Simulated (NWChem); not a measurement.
# CH3Br (bromomethane) at M06-2X/aug-pcseg-1

What is the electronic atomisation energy of CH3Br (bromomethane) at M06-2X/aug-pcseg-1? 

Program for the calculation: NWChem 7.3.0.

## (1) Starting point

CH3Br has 5 atoms, charge 0, and is taken as a singlet. As SMILES, `CBr`. Geometry: relaxed at PBE0-D4/def2-TZVP.

Bond lengths: C1–Br2 1.933 Å, C1–H3 1.086 Å, C1–H4 1.086 Å, C1–H5 1.086 Å. Angles: Br2–C1–H3 108.0°, Br2–C1–H4 108.0°, Br2–C1–H5 108.0°, H3–C1–H4 110.9°, H3–C1–H5 110.9°, H4–C1–H5 110.9°.

## (2) The energy at M06-2X/aug-pcseg-1 (run 1)

sp.nw reads:

```
start sp
title "CH3Br"
memory total 2200 mb

geometry noautosym nocenter noautoz
 C     -0.106300     0.123600     0.088400
 Br     1.001100    -1.164400    -0.833200
 H      0.516500     0.973700     0.351300
 H     -0.506300    -0.354100     0.978000
 H     -0.905000     0.421200    -0.584500
end

basis spherical bse
 * library aug-pcseg-1
end

dft
 xc m06-2x
 grid fine
 convergence energy 1e-08
 iterations 100
 mulliken
 noprint "final vectors analysis"
end

task dft energy
```

On the command line:

```sh
$ nwchem sp.nw > sp.out
```

What it wrote:

```text
[...]
          Wavefunction type:  closed shell.
          No. of atoms     :     5
          No. of electrons :    44
[...]
          Charge           :     0
          Spin multiplicity:     1
[...]
          AO basis - number of functions:    86
[...]
              XC Information
              --------------
                       M06-2X Method XC Functional
                     Hartree-Fock (Exact) Exchange  0.540
                        M06-2X Exchange Functional  1.000
                      M06-2X Correlation Potential  1.000
[...]
 d= 0,ls=0.0,diis     1  -2613.7590932678 -2.70D+03  7.46D-03  1.97D-01     2.0
[...]
 d= 0,ls=0.0,diis     7  -2613.7786928282 -3.33D-09  1.05D-06  1.61D-09    10.3
         Total DFT energy =    -2613.778692828180
      One electron energy =    -3813.290405523101
           Coulomb energy =     1207.934998560217
    Exchange-Corr. energy =      -97.883035558880
 Nuclear repulsion energy =       89.459749693584
[...]
      Total Density - Mulliken Population Analysis
     ---------------------------------------------
    Atom       Charge   Shell Charges
 -----------   ------   -------------------------------------------------------
    1 C    6     6.64   2.00  0.73  0.52  0.16  2.07  1.15  0.00  0.03 -0.01
    2 Br  35    35.42   2.00  2.00  2.00  1.19  0.88 -0.10  6.00  5.99  2.23  3.03  0.16 10.01  0.04  0.01
    3 H    1     0.65   0.76 -0.13 -0.01  0.02  0.01
    4 H    1     0.65   0.76 -0.13 -0.01  0.02  0.01
    5 H    1     0.65   0.76 -0.13 -0.01  0.02  0.01
[...]
```

Wall time 11 s (1 thread of Intel Xeon 6975P-C (Granite Rapids), shared host); peak memory 0.11 GiB.

## (3) The Br atom, same level (run 2)

calc.nw reads:

```
start calc
memory total 2200 mb
charge 0

geometry units au noautosym nocenter noautoz
   Br   0.00000000   0.00000000   0.00000000
end

basis "ao basis" spherical bse
   * library aug-pcseg-1
end

dft
   xc m06-2x
   mult 2
   grid fine
   convergence energy 1e-08
   maxiter 100
   mulliken
   print low
end

task dft energy
```

Run the same way, it converges to -2573.86073 Eh (log not shown).

Run 3 isn't shown in full; the table further down has it.

## (4) The H atom at the same level (run 4)

m1.nw reads:

```
START m1
TITLE "H M06-2X"
memory stack 880 mb heap 220 mb global 1100 mb
GEOMETRY noautosym nocenter noautoz
 H        0.000000       0.000000       0.000000
END
BASIS "ao basis" spherical bse
 * library aug-pcseg-1
END
DFT
 xc m06-2x
 mult 2
 grid fine
 convergence energy 1e-08
 iterations 100
 mulliken
 print low
END
TASK dft energy
```

On the command line:

```sh
$ nwchem m1.nw > m1.out
```

What it wrote:

```text
[...]
 d= 0,ls=0.0,diis     1     -0.4980921585 -4.98D-01  3.49D-03  1.19D-04     0.0
[...]
 d= 0,ls=0.0,diis     4     -0.4982714138 -8.54D-09  1.08D-06  7.41D-12     0.1
[...]
         Total DFT energy =       -0.498271413841
      One electron energy =       -0.498444764387
           Coulomb energy =        0.305969093193
    Exchange-Corr. energy =       -0.305795742647
 Nuclear repulsion energy =        0.000000000000
[...]
      Total Density - Mulliken Population Analysis
     ---------------------------------------------
    Atom       Charge   Shell Charges
 -----------   ------   -------------------------------------------------------
    1 H    1     1.00   0.57  0.43  0.01  0.00  0.00
     --------------------------------------------
      Spin Density - Mulliken Population Analysis
     --------------------------------------------
    Atom       Charge   Shell Charges
 -----------   ------   -------------------------------------------------------
    1 H    1     1.00   0.57  0.43  0.01  0.00  0.00
[...]
      <S2> =      0.7500 (Exact =     0.7500)
[...]
```

It took 0.62 s on 1 thread of Intel Xeon 6975P-C (Granite Rapids), shared host; peak memory 0.1 GiB.

## (5) Overview of the runs

```csv
run,level,partner,energy (Eh),wall time
1,M06-2X/aug-pcseg-1,base,-2613.778693,11 s
2,UM06-2X/aug-pcseg-1,atoms,-2573.860734,3.9 s
3,UM06-2X/aug-pcseg-1,atoms,-37.826061,0.92 s
4,UM06-2X/aug-pcseg-1,atoms,-0.498271,0.62 s
```

## (6) Summary of results

At M06-2X/aug-pcseg-1:

```
                     quantity        value
         H atom: total energy  -0.49827 Eh
                 H atom: ⟨S²⟩        0.750
electronic atomisation energy    16.247 eV
```

**Reading.** Taking the molecule apart into free atoms costs 16.25 eV (375 kcal/mol), before zero-point energy and without spin-orbit coupling. All runs together took 17 s, the longest 11 s.
